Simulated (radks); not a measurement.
**Bi⁺ inside a hard spherical wall**

An exercise on one series of results from a longer session: the logs are not shown, and one member is left open.

Program: radks (a radial shooting solver on a logarithmic mesh, Libxc functionals) version 1. Level of theory: scalar-relativistic Kohn-Sham, LDA (Slater exchange, VWN5 correlation), spin-unpolarised, spherical densities, point nucleus. These are calculated values, not measurements, unless marked.

**The atom as given**

* element: bismuth (Z = 83)
* charge: +1
* electrons: 82
* configuration: [Hg] 6p2

Outer shells as boxes (Hund's rule):

Bi⁺
```
[Hg] core
6p [↑ ][↑ ][  ]
```

The first run:

The run's settings:

```text
Z 83
configuration [Hg] 6p2 7s0 5f0 6d0
relativity scalar-relativistic
functional lda,vwn5
spin unpolarised
nucleus point
c 137.035999084
```

Among the steps run: The free atom; Wall at 8 bohr; Wall at 7 bohr; Wall at 6 bohr; Wall at 5 bohr; Wall at 3 bohr; Wall at 2 bohr.

One of the session's tables, all rows but one given; the rest of the session is left out.

| R (bohr) | E − E(free) (eV) | ε(6p) (eV) | ε(7s, empty) (eV) | ε(6d, empty) (eV) | ε(5f, empty) (eV) |
| --- | --- | --- | --- | --- | --- |
| free | 0.000 | -11.713 | -4.853 | -3.273 | -0.965 |
| 8 | ? | ? | ? | ? | ? |
| 7 | 0.099 | -11.561 | -2.915 | -1.933 | 2.811 |
| 6 | 0.448 | -11.183 | -0.392 | -0.450 | 4.664 |
| 5 | 2.007 | -9.942 | 5.805 | 3.001 | 7.932 |
| 3 | 53.129 | 11.090 | 74.652 | 40.635 | 30.405 |
| 2 | 451.80 | 109.12 | 303.19 | 169.93 | 91.493 |

Q: Estimate the row for R (bohr) = 8 from the others.

**Answer.** E − E(free) (eV): 0.021; ε(6p) (eV): -11.672; ε(7s, empty) (eV): -3.998; ε(6d, empty) (eV): -2.615; ε(5f, empty) (eV): 1.677.

From R = 3 bohr inwards the highest occupied level lies above zero, pushed up by confinement. Shells are not refilled when levels cross, and a hard wall is a model, not a crystal.
